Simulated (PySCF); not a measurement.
**Solver options tried on Tl⁻ (triplet)**

Aim: find out which solver settings change the answer for Tl⁻ (triplet).

Method: each script names its method and basis; program: PySCF 2.14.0.

4 further runs of the same task are left out: 2 for a known fault of the program, 2 that didn't finish.

## 1. The atom

Tl⁻ (triplet): 1 atom, charge -1, spin multiplicity 3.

## 2. The run that the others are compared with

input.py reads:

```python
from pyscf import gto, scf, mp

mol = gto.M(
    atom='Tl 0 0 0',
    basis='sapporo-dkh3-dzp-2012',
    charge=-1,
    spin=2,
    verbose=4,
)
mf = scf.UHF(mol)
mf = mf.sfx2c1e()
mf.kernel()
mp.MP2(mf).kernel()
mf.dip_moment()
print('orbital energies (hartree):', [e[max(0, n-3):n+3].round(4) for e, n in zip(mf.mo_energy, mol.nelec)])
```

Launch:

```sh
OMP_NUM_THREADS=1 python input.py
```

The log of this run is left out.

It gives: E(SCF) = -20245.366239 Eh, 9 cycles, E(MP2) − E(SCF) = -0.66437 Eh, ⟨S²⟩ = 2.011.

The triplet is typed in the script; nothing here shows that it is the ground state.

## 3. Initial guess mod_huckel

Edit 1 changes initial guess: minao → mod_huckel.

input.py reads:

```python
from pyscf import gto, scf, mp

mol = gto.M(
    atom='Tl 0 0 0',
    basis='sapporo-dkh3-dzp-2012',
    charge=-1,
    spin=2,
    verbose=4,
)
mf = scf.UHF(mol)
mf = mf.sfx2c1e()
mf.init_guess = 'mod_huckel'
mf.kernel()
mp.MP2(mf).kernel()
mf.dip_moment()
print('orbital energies (hartree):', [e[max(0, n-3):n+3].round(4) for e, n in zip(mf.mo_energy, mol.nelec)])
```

Launch:

```sh
OMP_NUM_THREADS=1 python input.py
```

## 4. Point-group symmetry on

Edit 2 changes point-group symmetry: off → on.

Edit input.py of step 2 so:

```diff
@@ -7,2 +7,3 @@
     spin=2,
+    symmetry=True,
     verbose=4,
```

## 5. DIIS space 20

Edit 3 changes DIIS space: default → 20.

Edit input.py of step 2 so:

```diff
@@ -11,2 +11,3 @@
 mf = mf.sfx2c1e()
+mf.diis_space = 20
 mf.kernel()
```

## 6. Second-order solver on

Edit 4 changes second-order solver: off → on.

Edit input.py of step 2 so:

```diff
@@ -11,2 +11,3 @@
 mf = mf.sfx2c1e()
+mf = mf.newton()
 mf.kernel()
```

## 7. Initial guess core

Edit 5 changes initial guess: minao → core.

Edit input.py of step 2 so:

```diff
@@ -11,2 +11,3 @@
 mf = mf.sfx2c1e()
+mf.init_guess = 'core'
 mf.kernel()
```

**Question.** What will these runs give? Wanted: for each run, E(SCF); from base; gap, α spin; after the SCF.

**Answer**, as computed:

| run | E(SCF) (hartree) | from base (eV) | cycles | gap, α spin (eV) | after the SCF |
| --- | --- | --- | --- | --- | --- |
| base | -20245.366239 | 0 | 9 | 4.76 | MP2 correlation -18.078 eV |
| initial guess mod_huckel | -20245.366239 | 0.0000 | 10 | 4.76 | MP2 correlation -18.078 eV |
| point-group symmetry on | -20245.364944 | +0.0352 | 9 | 4.67 | MP2 correlation -18.103 eV |
| DIIS space 20 | -20245.366239 | 0.0000 | 9 | 4.76 | MP2 correlation -18.078 eV |
| second-order solver on | -20245.366239 | 0.0000 | 2 macro | 4.76 | MP2 correlation -18.078 eV |
| initial guess core | -20245.366239 | 0.0000 | 9 | 4.76 | MP2 correlation -18.078 eV |

Distance from each run's final energy (log10 hartree) by cycle:

| run | cycle 1 | cycle 2 | cycle 3 | cycle 5 | cycle 8 | cycle 12 |
| --- | --- | --- | --- | --- | --- | --- |
| base | -2.3 | -3.1 | -3.7 | -5.9 | -10.0 | done |
| initial guess mod_huckel | 0.6 | 0.4 | -0.9 | -3.8 | -7.2 | done |
| point-group symmetry on | -2.5 | -3.2 | -3.8 | -6.1 | -10.0 | done |
| DIIS space 20 | -2.3 | -3.1 | -3.7 | -5.9 | -10.0 | done |
| initial guess core | -2.3 | -3.1 | -3.7 | -5.9 | -10.0 | done |

**Reading.** The SCF energy stays the same, to the digits that matter, with initial guess mod_huckel or DIIS space 20 or second-order solver on or initial guess core. PySCF falls back to minao for a guess that it doesn't know or can't read, so that run repeats the base. With point-group symmetry on the SCF ends in another solution, 0.04 eV higher: the path to self-consistency decides the state here. With initial guess mod_huckel, DIIS space 20, initial guess core the path hardly changes: 9 to 10 cycles against 9. The cycles with DIIS space 20 repeat those of the base digit for digit, so the setting never acted.
